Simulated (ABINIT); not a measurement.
# BW2 (I4/mcm) in ABINIT: equation of state

Aim: energy against volume of BW2 in PBEsol, for its equilibrium volume and stiffness.

Everything below comes from runs of ABINIT 10.8.3 (patched build). Logs are shortened: lines on timing, memory, paths and dates and some standing lists are left out, and cuts for length are marked. The log counts tension as positive stress, the text compression.

## 1. The structure

Symmetry: I4/mcm, No. 140, tetragonal system. Conventional cell: a = 5.568 Å, b = 5.568 Å, c = 4.744 Å, α = 90.00°, β = 90.00°, γ = 90.00°. W (site symmetry m2m) is surrounded by 4 B at 2.38 Å and 3 W at 2.66 to 2.69 Å. B (site symmetry 422) has 2 B at 2.37 Å and 8 W at 2.38 Å as nearest neighbours.

## 2. Equation of state, PBEsol

File run.abi:

```
# Datasets: one volume each
ndtset 7
scalecart1 3*0.9795861087
scalecart2 3*0.9864848297
scalecart3 3*0.9932883884
scalecart4 3*1.0000000000
scalecart5 3*1.0066227096
scalecart6 3*1.0131594038
scalecart7 3*1.0196128224

# Pseudopotentials
pp_dirpath "./"
pseudos "W.upf, B.upf"

# Structure
acell 4.5964873545 4.5964873545 4.5964873545 Angstrom
rprim
    -0.6056798997     0.6056798997     0.5160462364
     0.6056798997    -0.6056798997     0.5160462364
     0.6056798997     0.6056798997    -0.5160462364
ntypat 2
znucl 74 5
natom 6
typat 1 1 1 1 2 2
xred
     0.8308000000     0.6692000000     0.5000000000
     0.3308000000     0.8308000000     0.1616000000
     0.1692000000     0.3308000000     0.5000000000
     0.6692000000     0.1692000000     0.8384000000
     0.7500000000     0.7500000000     0.0000000000
     0.2500000000     0.2500000000     0.0000000000

# Plane-wave basis
ecut 38.0

# k points
kptopt 1
ngkpt 7 7 7
nshiftk 1
shiftk 0.0 0.0 0.0

# Exchange and correlation
ixc -116133

# Bands and occupations
nband 38
occopt 3
tsmear 0.00183747

# SCF cycle
nstep 100
tolvrs 1.0e-10

# Output
iomode 3
prtwf 0
prtden 0
prteig 0
prtebands 0
enunit 1
```

Potentials or basis: PseudoDojo NC SR PBEsol v0.4.1 standard.

Run with:

```console
mpirun --bind-to none -np 4 abinit run.abi > log 2>&1
```

run.abo:

```text
.Version 10.8.3 of ABINIT
 DATASET    1 : space group I4/m c m (#140); Bravais tI (body-center tetrag.)
================================================================================
 Values of the parameters that define the memory need for DATASET  1.
     intxc =       0    ionmov =       0      iscf =       7    lmnmax =       8
     lnmax =       8     mgfft =      48  mpssoang =       4    mqgrid =    3001
     natom =       6  nloc_mem =       1    nspden =       1   nspinor =       1
    nsppol =       1      nsym =      16    n1xccc =    2501    ntypat =       2
    occopt =       3   xclevel =       2
       mpw =        5238          nfft =      110592          nkpt =          40
================================================================================
================================================================================
[... 61 lines left out ...]
 DATASET    7 : space group I4/m c m (#140); Bravais tI (body-center tetrag.)
================================================================================
 Values of the parameters that define the memory need for DATASET  7.
     intxc =       0    ionmov =       0      iscf =       7    lmnmax =       8
     lnmax =       8     mgfft =      50  mpssoang =       4    mqgrid =    3001
     natom =       6  nloc_mem =       1    nspden =       1   nspinor =       1
    nsppol =       1      nsym =      16    n1xccc =    2501    ntypat =       2
    occopt =       3   xclevel =       2
       mpw =        5907          nfft =      125000          nkpt =          40
================================================================================
================================================================================

--------------------------------------------------------------------------------
------------- Echo of variables that govern the present computation ------------
--------------------------------------------------------------------------------
 -outvars: echo values of preprocessed input variables --------
            acell      8.6861022412E+00  8.6861022412E+00  8.6861022412E+00 Bohr
              amu      1.83850000E+02  1.08110000E+01
             ecut      3.80000000E+01 Hartree
           enunit           1
              ixc     -116133
           jdtset        1    2    3    4    5    6    7
         kptrlatt        7    0    0      0    7    0      0    0    7
          kptrlen1     5.95614957E+01
          kptrlen2     5.99809566E+01
          kptrlen3     6.03946315E+01
          kptrlen4     6.08027157E+01
          kptrlen5     6.12053944E+01
          kptrlen6     6.16028432E+01
          kptrlen7     6.19952285E+01
            natom           6
            nband          38
           ndtset           7
            ngfft1         48      48      48
            ngfft2         48      48      48
            ngfft3         48      48      48
            ngfft4         50      50      50
            ngfft5         50      50      50
            ngfft6         50      50      50
            ngfft7         50      50      50
             nkpt          40
            nstep         100
             nsym          16
           ntypat           2
           occopt           3
           prtden           0
        prtebands           0
           prteig           0
            prtwf           0
            rprim1    -5.9331561606E-01  5.9331561606E-01  5.0551172462E-01
                       5.9331561606E-01 -5.9331561606E-01  5.0551172462E-01
                       5.9331561606E-01  5.9331561606E-01 -5.0551172462E-01
            rprim2    -5.9749403271E-01  5.9749403271E-01  5.0907178363E-01
                       5.9749403271E-01 -5.9749403271E-01  5.0907178363E-01
                       5.9749403271E-01  5.9749403271E-01 -5.0907178363E-01
            rprim3    -6.0161481146E-01  6.0161481146E-01  5.1258273449E-01
                       6.0161481146E-01 -6.0161481146E-01  5.1258273449E-01
                       6.0161481146E-01  6.0161481146E-01 -5.1258273449E-01
            rprim4    -6.0567989970E-01  6.0567989970E-01  5.1604623640E-01
                       6.0567989970E-01 -6.0567989970E-01  5.1604623640E-01
                       6.0567989970E-01  6.0567989970E-01 -5.1604623640E-01
            rprim5    -6.0969114179E-01  6.0969114179E-01  5.1946386076E-01
                       6.0969114179E-01 -6.0969114179E-01  5.1946386076E-01
                       6.0969114179E-01  6.0969114179E-01 -5.1946386076E-01
            rprim6    -6.1365028607E-01  6.1365028607E-01  5.2283709720E-01
                       6.1365028607E-01 -6.1365028607E-01  5.2283709720E-01
                       6.1365028607E-01  6.1365028607E-01 -5.2283709720E-01
            rprim7    -6.1755899200E-01  6.1755899200E-01  5.2616735958E-01
                       6.1755899200E-01 -6.1755899200E-01  5.2616735958E-01
                       6.1755899200E-01  6.1755899200E-01 -5.2616735958E-01
          spgroup         140
           tolvrs      1.00000000E-10
           tsmear      1.83747000E-03 Hartree
            typat      1  1  1  1  2  2
           xangst1     9.2287355864E-01  1.8042941678E+00  2.3235782498E+00
                       1.8042941678E+00 -9.2287355864E-01  2.3235782498E+00
                       1.8042941678E+00  9.2287355864E-01  1.2898450362E-16
                       9.2287355864E-01  3.6500412851E+00  2.2303670699E-17
                      -1.4429283222E-16  9.0709057080E-17  3.4853673747E+00
                      -8.9306291900E-18 -8.9306291900E-18  1.1617891249E+00
           xangst2     9.2937288232E-01  1.8170008834E+00  2.3399420160E+00
                       1.8170008834E+00 -9.2937288232E-01  2.3399420160E+00
                       1.8170008834E+00  9.2937288232E-01  1.2989287512E-16
                       9.2937288232E-01  3.6757466481E+00 -1.2533979946E-17
                      -6.4444668652E-17  1.2593171158E-16  3.5099130240E+00
                       4.5201265284E-17 -2.4705584309E-17  1.1699710080E+00
           xangst3     9.3578255307E-01  1.8295323201E+00  2.3560800572E+00
                       1.8295323201E+00 -9.3578255307E-01  2.3560800572E+00
                       1.8295323201E+00  9.3578255307E-01 -2.6575543439E-17
                       9.3578255307E-01  3.7010974262E+00  1.5138194594E-16
                       3.7729603749E-19  3.7729603749E-19  3.5341200859E+00
[... 52 lines left out ...]
                       1.7921121183E+00  7.0879517114E+00 -7.6454210012E-17
                      -2.3714287283E-17 -1.8006930663E-16  6.7681743078E+00
                      -1.0589747994E-16  3.7969615305E-17  2.2560581026E+00
            xcart6     1.8037495360E+00  3.5264795892E+00  4.5414164818E+00
                       3.5264795892E+00 -1.8037495360E+00  4.5414164818E+00
                       3.5264795892E+00  1.8037495360E+00 -6.0109304402E-17
                       1.8037495360E+00  7.1339786611E+00 -3.1660669919E-16
                       7.5533579566E-16 -5.7693183389E-16  6.8121247227E+00
                       2.9733993629E-17  2.9733993629E-17  2.2707082409E+00
            xcart7     1.8152386963E+00  3.5489418483E+00  4.5703434813E+00
                       3.5489418483E+00 -1.8152386963E+00  4.5703434813E+00
                       3.5489418483E+00  1.8152386963E+00  0.0000000000E+00
                       1.8152386963E+00  7.1794192408E+00 -2.4816813941E-18
                       1.9352962899E-16 -2.5055958086E-16  6.8555152220E+00
                      -9.5049919779E-18 -9.5049919779E-18  2.2851717407E+00
             xred      8.3080000000E-01  6.6920000000E-01  5.0000000000E-01
                       3.3080000000E-01  8.3080000000E-01  1.6160000000E-01
                       1.6920000000E-01  3.3080000000E-01  5.0000000000E-01
                       6.6920000000E-01  1.6920000000E-01  8.3840000000E-01
                       7.5000000000E-01  7.5000000000E-01 -9.8240703386E-18
                       2.5000000000E-01  2.5000000000E-01 -3.2746901129E-18
            znucl       74.00000    5.00000

================================================================================

 chkinp: Checking input parameters for consistency, jdtset=   1.

 chkinp: Checking input parameters for consistency, jdtset=   2.
[... 29 lines left out ...]
 getcut: wavevector=  0.0000  0.0000  0.0000  ngfft=  48  48  48
         ecut(hartree)=     38.000   => boxcut(ratio)=   2.03361

--- Pseudopotential description ------------------------------------------------
- pspini: atom type   1  psp file is ./W.upf
12 -116133 3 -1 1396                          pspcod,pspxc,lmax,lloc,mmax
     nproj     2     2     2     2

- pspini: atom type   2  psp file is ./B.upf
12 -116133 1 -1 1534                          pspcod,pspxc,lmax,lloc,mmax
     nproj     2     2     0     0

   3.25238179E+03                                ecore*ucvol(ha*bohr**3)
--------------------------------------------------------------------------------

================================================================================

--- !BeginCycle
iteration_state: {dtset: 1, }
solver: {iscf: 7, nstep: 100, nline: 4, wfoptalg: 0, }
tolerances: {tolvrs: 1.00E-10, }
...
[... 1223 lines left out ...]
-Cartesian components of stress tensor (GPa)         [Pressure= -2.0443E+01 GPa]
- sigma(1 1)=  2.08862709E+01  sigma(3 2)=  0.00000000E+00
- sigma(2 2)=  2.08862709E+01  sigma(3 1)=  0.00000000E+00
- sigma(3 3)=  1.95567470E+01  sigma(2 1)=  0.00000000E+00

== END DATASET(S) ==============================================================
================================================================================

 -outvars: echo values of variables after computation  --------
            acell      8.6861022412E+00  8.6861022412E+00  8.6861022412E+00 Bohr
           etotal1    -3.0925682753E+02
           etotal2    -3.0926225736E+02
           etotal3    -3.0926491006E+02
           etotal4    -3.0926505263E+02
           etotal5    -3.0926292764E+02
           etotal6    -3.0925875754E+02
           etotal7    -3.0925274373E+02
            fcart1    -9.2833968939E-05  9.2833968939E-05  1.4333554280E-20
                       9.2833968939E-05  9.2833968939E-05 -2.8607094860E-21
                       9.2833968939E-05 -9.2833968939E-05 -6.4152752814E-21
                      -9.2833968939E-05 -9.2833968939E-05 -6.2991006826E-22
                      -2.2587545175E-21 -4.5175090488E-21 -2.2138297217E-21
                      -2.2587545280E-21 -4.5175090484E-21 -2.2138297222E-21
            fcart2     4.6855207755E-04 -4.6855207755E-04 -2.0151129460E-19
                      -4.6855207755E-04 -4.6855207755E-04  9.5784362762E-21
                      -4.6855207755E-04  4.6855207755E-04  1.2815682944E-19
                       4.6855207755E-04  4.6855207755E-04  2.8710276801E-20
[... 94 lines left out ...]
                       9.4834489175E-01  3.7507825151E+00 -4.0457825589E-17
                      -1.2549060394E-17 -9.5288573389E-17  3.5815636007E+00
                      -5.6038533041E-17  2.0092655113E-17  1.1938545336E+00
           xangst6     9.5450314796E-01  1.8661326321E+00  2.4032141058E+00
                       1.8661326321E+00 -9.5450314796E-01  2.4032141058E+00
                       1.8661326321E+00  9.5450314796E-01 -3.1808474031E-17
                       9.5450314796E-01  3.7751389280E+00 -1.6754104992E-16
                       3.9970648937E-16 -3.0529917853E-16  3.6048211586E+00
                       1.5734551807E-17  1.5734551807E-17  1.2016070529E+00
           xangst7     9.6058294976E-01  1.8780191476E+00  2.4185216147E+00
                       1.8780191476E+00 -9.6058294976E-01  2.4185216147E+00
                       1.8780191476E+00  9.6058294976E-01  0.0000000000E+00
                       9.6058294976E-01  3.7991850472E+00 -1.3132492376E-18
                       1.0241146923E-16 -1.3259042007E-16  3.6277824220E+00
                      -5.0298251411E-18 -5.0298251411E-18  1.2092608073E+00
             xred      8.3080000000E-01  6.6920000000E-01  5.0000000000E-01
                       3.3080000000E-01  8.3080000000E-01  1.6160000000E-01
                       1.6920000000E-01  3.3080000000E-01  5.0000000000E-01
                       6.6920000000E-01  1.6920000000E-01  8.3840000000E-01
                       7.5000000000E-01  7.5000000000E-01 -9.8240703386E-18
                       2.5000000000E-01  2.5000000000E-01 -3.2746901129E-18
 Calculation completed.
```

Wall time 14 min (4 MPI ranks of Arm Neoverse V1, shared host); peak memory 0.64 GiB.

What came out:

```yaml
Equilibrium_volume: 12.15 Å³/atom
Bulk_modulus_at_fixed_shape_and_positions: 348 GPa
Pressure_derivative_of_the_bulk_modulus: 4.1
```

Energy against volume, from the lowest point:
```csv
volume (Å³/atom),energy (meV/atom)
11.521,37.30
11.766,12.68
12.011,0.65
12.256,0.00
12.501,9.64
12.747,28.55
12.992,55.82
```

Caveat: pressures at fixed basis lie under the slope of the energies; the cell was scaled at fixed shape and fractional positions, which overstates the stiffness of a crystal with free parameters, most of all of layers and chains. The run has no spin-orbit coupling, so splittings on W are missing.
